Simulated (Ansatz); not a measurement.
# C2H7SSi radical: small, medium and large basis sets

One table from this session's results is given with a row withheld; the runs are named, their logs left out.

Method: one geometry, several basis sets; program: Ansatz 0.2.0, Gaussian basis.

Levels to be run: PBE0-D4/def2-SVP; ωB97M-V/def2-SVP; PBE0-D4/def2-QZVPP; ωB97M-V/def2-QZVPP; the functionals' def2-TZVPP values are taken from earlier runs.

## The geometry

The geometry comes from an earlier relaxation with PBE0-D4 in a triple-zeta def2 set; it is a stationary point, not always the lowest conformer.

SMILES `C[SiH](C)[S]`, 11 atoms, charge 0, spin multiplicity 2.

Atoms are counted from 1 here; the program's logs count them from 0.

Bond lengths: C1–Si2 1.866 Å, C1–H5 1.092 Å, C1–H6 1.094 Å, C1–H7 1.092 Å, Si2–C3 1.874 Å, Si2–S4 2.135 Å, Si2–H8 1.490 Å, C3–H9 1.092 Å, C3–H10 1.094 Å, C3–H11 1.091 Å. Angles: Si2–C1–H5 110.7°, Si2–C1–H6 110.4°, Si2–C1–H7 111.0°, H5–C1–H6 108.6°, H5–C1–H7 108.1°, H6–C1–H7 108.0°, C1–Si2–C3 111.8°, C1–Si2–S4 112.0°, C1–Si2–H8 109.3°, C3–Si2–S4 105.2°, C3–Si2–H8 109.9°, S4–Si2–H8 108.6°, Si2–C3–H9 111.0°, Si2–C3–H10 108.9°, Si2–C3–H11 111.3°, H9–C3–H10 108.3°, H9–C3–H11 108.7°, H10–C3–H11 108.4°.

Set-up of the first run:

File in.yaml:

```yaml
crystal:
  periodic: [false, false, false]
  atoms:
    - {symbol: C, position_ang: [-0.951802, 1.263667, -0.160285]}
    - {symbol: Si, position_ang: [-0.427032, -0.526801, -0.140456]}
    - {symbol: C, position_ang: [1.343239, -0.725182, 0.441077]}
    - {symbol: S, position_ang: [-0.476064, -1.397669, -2.088850]}
    - {symbol: H, position_ang: [-0.287448, 1.854273, -0.795095]}
    - {symbol: H, position_ang: [-0.926900, 1.678761, 0.851686]}
    - {symbol: H, position_ang: [-1.969213, 1.368761, -0.543143]}
    - {symbol: H, position_ang: [-1.342262, -1.297617, 0.747674]}
    - {symbol: H, position_ang: [2.033790, -0.193795, -0.216904]}
    - {symbol: H, position_ang: [1.435249, -0.305332, 1.447025]}
    - {symbol: H, position_ang: [1.633841, -1.776066, 0.477670]}
basis:
  gaussian: {orbitals: def2-SVP}
magnetization: {spin_polarized: true, initial_magnetization: 1}
hamiltonian: {xc: pbe0, dispersion: d4}
output: {orbitals: {seedname: orbitals}}
```

Started as:

```console
$ ansatz run in.yaml --threads 4 --pin off --events-out ev --progress --plain --max-ram 10444MiB
```

Steps of the session up to this table: PBE0-D4 in def2-SVP; ωB97M-V in def2-SVP; PBE0-D4 in def2-QZVPP; ωB97M-V in def2-QZVPP.

One of the session's tables, all rows but one given; the rest of the session is left out.

It belongs to the step «Density functionals: the series». 

```
functional       basis  HOMO (eV)  LUMO (eV)
   PBE0-D4    def2-SVP      -6.84      -4.17
   PBE0-D4  def2-TZVPP      -7.02      -4.26
   PBE0-D4  def2-QZVPP      -7.05      -4.29
   ωB97M-V    def2-SVP          ?          ?
   ωB97M-V  def2-TZVPP      -9.23      -2.31
   ωB97M-V  def2-QZVPP      -9.27      -2.37
```

**Question.** Estimate the row for ωB97M-V, def2-SVP.

As computed: HOMO (eV): -9.04; LUMO (eV): -2.10. In the column «HOMO (eV)» it lies between ωB97M-V, def2-TZVPP (-9.23) and PBE0-D4, def2-QZVPP (-7.05).
